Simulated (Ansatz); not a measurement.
**ZrC+ (sextet): the correlation ladder, def2-TZVPP**

One table from this session's results is given with a row withheld; the runs are named, their logs left out.

Computed with Ansatz 0.2.0, Gaussian basis. Level: def2-TZVPP, core rule «outside noble gas», up to 5 orbitals frozen.

The runs, in order: UHF; ROHF; CCSD(T) on UHF.

## The geometry

The geometry is a PBE0/def2-TZVP stationary point (not a proven minimum) of the parent state, kept for this charge and spin. No spin-orbit coupling is included. Elements past krypton take def2 core potentials.

2 atoms, charge 1, spin multiplicity 6.

Atoms are counted from 1 here; the program's logs count them from 0.

Bond lengths: Zr1–C2 1.897 Å.

Geometry (Å):

```xyz
2

Zr    0.0000    0.0000    0.0000
C     0.0000    0.0000    1.8970
```

The first run:

The input, in.yaml:

```yaml
crystal:
  periodic: [false, false, false]
  atoms:
    - {symbol: Zr, position_ang: [0.000000, 0.000000, 0.000000]}
    - {symbol: C, position_ang: [0.000000, 0.000000, 1.897000]}
basis:
  gaussian: {orbitals: def2-TZVPP}
total_charge: 1
magnetization: {spin_polarized: true, initial_magnetization: 5}
hamiltonian: {xc: hf}
output: {orbitals: {seedname: orbitals}}
```

On the command line:

```sh
> ansatz run in.yaml --threads 1 --pin off --events-out ev --progress --plain --max-ram 4096MiB --backend cpu
```

Steps of the session up to this table: UHF; ROHF; CCSD(T) on UHF.

One of the session's tables, all rows but one given; the rest of the session is left out.

| method | from UCCSD(T) (meV) |
| --- | --- |
| ROHF | +3904.6 |
| UHF | +3786.9 |
| UMP2 | +683.5 |
| UCCSD | ? |
| UCCSD(T) | 0 |

Q: Estimate the row for UCCSD from the others.

**Answer.** from UCCSD(T) (meV): +170.5. In the column «from UCCSD(T) (meV)» it lies between UCCSD(T) (0) and UMP2 (+683.5).
